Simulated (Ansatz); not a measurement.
Task: a convergence test of the k-point mesh of SiTe2, space group P-3m1, with Ansatz 0.2.0 through its Python package. Give the script and its output. Settings (first run): r2SCAN, PAW, cutoff 503 eV, 3×3×1 k-points, fixed occupations. The script varies mesh: (3, 3, 1), (3, 3, 2), (6, 6, 2), (6, 6, 4), (12, 12, 4).

Input file `site2.cif`:
```cif
data_SiTe2
_cell_length_a 3.800470
_cell_length_b 3.800470
_cell_length_c 7.079086
_cell_angle_alpha 90.00000
_cell_angle_beta 90.00000
_cell_angle_gamma 120.00000
_symmetry_space_group_name_H-M 'P 1'
_symmetry_Int_Tables_number 1
loop_
_symmetry_equiv_pos_as_xyz
'x, y, z'
loop_
_atom_site_label
_atom_site_type_symbol
_atom_site_fract_x
_atom_site_fract_y
_atom_site_fract_z
Si1 Si    0.000000    0.000000    0.000000
Te2 Te    0.333333    0.666667    0.773408
Te3 Te    0.666667    0.333333    0.226592
```

Script `kconv.py`:
```python
"""Convergence of SiTe2 with the k-point mesh."""

from dataclasses import dataclass

import ansatz as az
from ase.io import read
import matplotlib.pyplot as plt


@dataclass(frozen=True)
class Options:
    occupations: str = "fixed"
    max_iterations: int = 100


settings = Options()

atoms = read("site2.cif")
crystal = az.Crystal.from_ase(atoms)

setup = (
    crystal.calculation()
    .functional(az.Functional.R2SCAN)
    .basis(37 * az.Ry)
    .occupations(settings.occupations)
    .scf(max_iterations=settings.max_iterations)
    .forces()
    .stress()
)

rows = []
for value in [(3, 3, 1), (3, 3, 2), (6, 6, 2), (6, 6, 4), (12, 12, 4)]:
    data = setup.kpoints(mesh=value).run().report
    rows.append((value, data["free_energy_ev"] / len(data["lattice"]["sites"]), data["n_iterations"], sum(data["stress_gpa"][i][i] for i in range(3)) / 3, max(abs(f) for row in data["forces_ev_ang"] for f in row), data["n_kpoints"]))

print("        mesh   F/atom (eV)    iterations       P (GPa)  max component (eV/A)      k-points")
for row in rows:
    print(f"{str(row[0]):>12s}  {row[1]:12.5f}  {row[2]:12d}  {row[3]:12.3f}  {row[4]:20.4f}  {row[5]:12d}")

# differences from the last row
for row in rows[:-1]:
    shift = 1000 * (row[1] - rows[-1][1])
    print(f"{row[0]}: {shift:+.2f} meV/atom" + ("  (within 2 meV)" if abs(shift) < 2 else ""))
plt.figure(figsize=(4.5, 3))
plt.plot([str(row[0]) for row in rows], [1000 * (row[1] - rows[-1][1]) for row in rows], "o-")
plt.xlabel("mesh")
plt.ylabel("F - F(last) (meV/atom)")
plt.tight_layout()
plt.savefig("kconv.png", dpi=100)
```

`python kconv.py` gives:
```text
DeckWarning: the atoms were moved onto the symmetric positions of the space group found under crystal.symmetry.tolerance 1.0e-5 (fractional; no operation is sought that the atoms, as they stand in a round, miss by more than twice it, and no atom is moved by [...]
RunWarning: iter 1: σ=0 fill of 18 bands saw a band overlap (occupied 7.8063 eV > unoccupied 7.1321 eV) — on an unconverged iterate often a transient of an unconverged empty band; one that stands at the close is told there (band_overlap_at_count); if the run [...]
RunWarning: the bands overlap at the fill by count (18 filled at each k-point of a channel): the highest filled level, 7.814010 eV at k-index 2, stands 0.6906 eV over the lowest empty one, 7.123381 eV at k-index 7, so that a fill of the lowest levels lies [...]
        mesh   F/atom (eV)    iterations       P (GPa)  max component (eV/A)      k-points
   (3, 3, 1)   -4875.91397             7         1.909                0.4366             3
   (3, 3, 2)   -4875.93442             7         1.664                0.5398             6
   (6, 6, 2)   -4876.16422             6         0.226                0.1777            14
   (6, 6, 4)   -4876.16423             6         0.226                0.1707            24
 (12, 12, 4)   -4876.17519             6         0.146                0.1328            69
(3, 3, 1): +261.23 meV/atom
(3, 3, 2): +240.77 meV/atom
(6, 6, 2): +10.97 meV/atom
(6, 6, 4): +10.96 meV/atom
```
(Warnings from the package without file and line, shortened, repeats left out.)

What to keep in mind:
- At this level of theory the bands overlap, so fixed occupations are wrong: energies and levels aren't those of its ground state, and a smearing is needed.
- Pressure is positive in compression.
- This cell is a computed structure, which may not be the phase found in nature.
- Shifts are counted from the finest mesh, which is itself no proven limit.
- Run time: 41 s on 1 thread of Arm Neoverse V2 (shared host), peak memory 0.79 GiB.
